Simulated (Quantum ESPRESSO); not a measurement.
A calculation with Quantum ESPRESSO 7.5 of RbCo3Ag (native input, structure typed inline):

File pw.in:

```
&CONTROL
  calculation = 'scf'
  prefix = 'pwscf'
  outdir = './tmp'
  pseudo_dir = './pseudo'
  tprnfor = .true.
  tstress = .true.
  disk_io = 'nowf'
/
&SYSTEM
  ibrav = 0
  nat = 5
  ntyp = 3
  ecutwfc = 60
  ecutrho = 440
  nbnd = 55
  occupations = 'smearing'
  smearing = 'fd'
  degauss = 0.00367493
  nspin = 2
  starting_magnetization(1) = 0
  starting_magnetization(2) = 0.1176
  starting_magnetization(3) = 0
/
&ELECTRONS
  conv_thr = 1d-09
  electron_maxstep = 120
  mixing_beta = 0.3
/
ATOMIC_SPECIES
Rb    85.4678 Rb_ONCV_PBE-1.0.oncvpsp.upf
Co    58.9332 Co_pbe_v1.2.uspp.F.UPF
Ag   107.8682 Ag_ONCV_PBE-1.0.oncvpsp.upf
CELL_PARAMETERS angstrom
   4.5176481000    0.0000000000    0.0000000000
   0.0000000000    4.5176481000    0.0000000000
   0.0000000000    0.0000000000    4.5176481000
ATOMIC_POSITIONS crystal
Rb     0.0000000000    0.0000000000    0.0000000000
Co     0.0000000000    0.5000000000    0.5000000000
Co     0.5000000000    0.5000000000    0.0000000000
Co     0.5000000000    0.0000000000    0.5000000000
Ag     0.5000000000    0.5000000000    0.5000000000
K_POINTS automatic
6 6 6 0 0 0
```

Potentials or basis: SSSP 1.3 efficiency PBE.

Run with:

```bash
$ OMP_NUM_THREADS=1 pw.x -in pw.in > pw.out
```

The cell was built by a generator and needn't be a form met in nature.

Write the same calculation in another form: ASE script, structure from a P1 CIF.

As run:

Contents of run.py:

```python
import numpy as np
from ase.calculators.espresso import Espresso, EspressoProfile
from ase.io import read

atoms = read('RbCo3Ag.cif')
atoms.set_initial_magnetic_moments([0.0, 2.0, 2.0, 2.0, 0.0])

input_data = {
    'control': {'calculation': 'scf', 'prefix': 'pwscf', 'outdir': './tmp', 'tprnfor': True, 'tstress': True, 'disk_io': 'nowf'},
    'system': {'ecutwfc': 60.0, 'ecutrho': 440.0, 'nbnd': 55, 'occupations': 'smearing', 'smearing': 'fd', 'degauss': 0.00367493, 'nspin': 2},
    'electrons': {'conv_thr': 1e-09, 'electron_maxstep': 120, 'mixing_beta': 0.3},
}
pseudopotentials = {'Ag': 'Ag_ONCV_PBE-1.0.oncvpsp.upf', 'Rb': 'Rb_ONCV_PBE-1.0.oncvpsp.upf', 'Co': 'Co_pbe_v1.2.uspp.F.UPF'}
profile = EspressoProfile(command='pw.x', pseudo_dir='pseudo')
dft = Espresso(profile=profile, input_data=input_data, pseudopotentials=pseudopotentials, kpts=(6, 6, 6), koffset=(0, 0, 0))
atoms.calc = dft

print(f'energy {atoms.get_potential_energy():.8f} eV')
print('forces (eV/A)')
print(np.round(atoms.get_forces(), 6))
print('stress (eV/A^3, Voigt)')
print(np.round(atoms.get_stress(), 8))
print(f'Fermi level {dft.get_fermi_level():.4f} eV')
```

RbCo3Ag.cif

```cif
data_RbCo3Ag
_cell_length_a 4.51764810
_cell_length_b 4.51764810
_cell_length_c 4.51764810
_cell_angle_alpha 90.00000000
_cell_angle_beta 90.00000000
_cell_angle_gamma 90.00000000
_space_group_name_H-M_alt 'P1'
_space_group_name_Hall 'P 1'
_space_group_IT_number 1
loop_
_space_group_symop_operation_xyz
'x,y,z'
loop_
_atom_site_label
_atom_site_type_symbol
_atom_site_symmetry_multiplicity
_atom_site_Wyckoff_symbol
_atom_site_fract_x
_atom_site_fract_y
_atom_site_fract_z
_atom_site_occupancy
Rb1 Rb 1 a 0.0000000000 0.0000000000 0.0000000000 1
Co1 Co 1 a 0.0000000000 0.5000000000 0.5000000000 1
Co2 Co 1 a 0.5000000000 0.5000000000 0.0000000000 1
Co3 Co 1 a 0.5000000000 0.0000000000 0.5000000000 1
Ag1 Ag 1 a 0.5000000000 0.5000000000 0.5000000000 1
```

Potentials or basis: SSSP 1.3 efficiency PBE.

Command:

```sh
$ OMP_NUM_THREADS=1 python run.py
```

Both were run:

|  | native input, structure typed inline | ASE script, structure from a P1 CIF |
| --- | --- | --- |
| Pressure | 20.6 GPa | 20.6 GPa |
| Band gap on the k mesh | none (metal or under the smearing width) | none (metal or under the smearing width) |
| Net moment | 5.65 μB per cell | 5.65 μB per cell |
| Absolute moment | 6.22 μB per cell | 6.22 μB per cell |
| Site moments | Rb -0.03; Co +1.84; Ag +0.19 μB | Rb -0.03; Co +1.84; Ag +0.19 μB |
| Valence electrons inside the program's atomic spheres | Rb 7.72; Co 15.05; Ag 16.15 | Rb 7.72; Co 15.05; Ag 16.15 |

Keys that steer only the numerical path or the files written may differ.

Caveat: so large a pressure means that the cell lies far from this level's equilibrium, or that cutoff or potentials fall short.
